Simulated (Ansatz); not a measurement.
# C₂H₃NSe: one species, many methods

One table from this session's results is given with a row withheld; the runs are named, their logs left out.

The runs use Ansatz 0.2.0, Gaussian basis; functionals in def2-TZVPP, the program's frozen cores in correlated methods.

Levels to be run: LDA (SPW92), PBE-D4, revPBE-D4, BLYP-D4, r2SCAN-D4, B97M-V, PBE0-D4, B3LYP-D4, r2SCANh-D4, r2SCAN0-D4, HSE06-D4, BHLYP-D4, CAM-B3LYP-D4, LC-ωPBE, ωB97X-V, ωB97M-V, B2PLYP, PBE-QIDH; CCSD(T)/def2-SVP; CCSD(T)/def2-TZVPP; MP2/def2-QZVPP; extrapolation to the limit; RPA on PBE.

**The geometry**

All runs share one geometry, relaxed beforehand with PBE0-D4 in a triple-zeta def2 set.

SMILES `C[Se]C#N`, 7 atoms, charge 0, spin multiplicity 1.

Atoms are counted from 1 here; the program's logs count them from 0.

Bond lengths: C1–Se2 1.949 Å, C1–H5 1.087 Å, C1–H6 1.089 Å, C1–H7 1.087 Å, Se2–C3 1.829 Å, C3–N4 1.155 Å. Angles: Se2–C1–H5 109.7°, Se2–C1–H6 105.3°, Se2–C1–H7 109.7°, H5–C1–H6 110.2°, H5–C1–H7 111.5°, H6–C1–H7 110.2°, C1–Se2–C3 96.5°, Se2–C3–N4 178.7°.

Set-up of the first run:

The input, in.yaml:

```yaml
crystal:
  periodic: [false, false, false]
  atoms:
    - {symbol: C, position_ang: [-0.645385, 0.741782, -0.239941]}
    - {symbol: Se, position_ang: [0.723142, 0.345525, 1.090100]}
    - {symbol: C, position_ang: [1.173417, -1.303941, 0.440303]}
    - {symbol: N, position_ang: [1.474844, -2.347472, 0.048744]}
    - {symbol: H, position_ang: [-0.199220, 0.760775, -1.230568]}
    - {symbol: H, position_ang: [-1.023135, 1.729549, 0.021912]}
    - {symbol: H, position_ang: [-1.442362, 0.005881, -0.176349]}
basis:
  gaussian: {orbitals: def2-TZVPP}
hamiltonian: {xc: lda}
output: {orbitals: {seedname: orbitals}}
```

The run is started by

```
> ansatz run in.yaml --threads 2 --pin off --events-out ev --progress --plain --max-ram 4352MiB
```

Steps of the session up to this table: LDA; PBE-D4 (GGA); revPBE-D4 (GGA); BLYP-D4 (GGA); r2SCAN-D4 (meta-GGA); B97M-V (meta-GGA); PBE0-D4 (hybrid); B3LYP-D4 (hybrid); r2SCANh-D4 (hybrid); r2SCAN0-D4 (hybrid); HSE06-D4 (hybrid); BHLYP-D4 (hybrid); CAM-B3LYP-D4 (range-separated); LC-ωPBE (range-separated); ωB97X-V (range-separated); ωB97M-V (range-separated); B2PLYP (double hybrid); PBE-QIDH (double hybrid).

One of the session's tables, all rows but one given; the rest of the session is left out.

It belongs to the step «Orbital energies across the functionals». 

```
  functional  HOMO (eV)  gap (eV)
 LDA (SPW92)      -6.38      4.21
      PBE-D4      -6.21      4.26
   revPBE-D4      -6.15      4.29
     BLYP-D4      -6.06      4.21
   r2SCAN-D4      -6.47      4.72
      B97M-V      -6.50      4.83
     PBE0-D4      -7.36      6.35
    B3LYP-D4      -7.14      5.88
  r2SCANh-D4      -6.89      5.50
  r2SCAN0-D4      -7.54      6.65
    HSE06-D4          ?         ?
    BHLYP-D4      -8.38      8.34
CAM-B3LYP-D4      -8.65      8.71
     LC-ωPBE      -9.99     11.27
     ωB97X-V      -9.62     10.77
     ωB97M-V      -9.49     10.46
```

Q: Estimate the row for HSE06-D4 from the others.

As computed: HOMO (eV): -6.97; gap (eV): 5.58. In the column «HOMO (eV)» it lies between B3LYP-D4 (-7.14) and r2SCANh-D4 (-6.89).
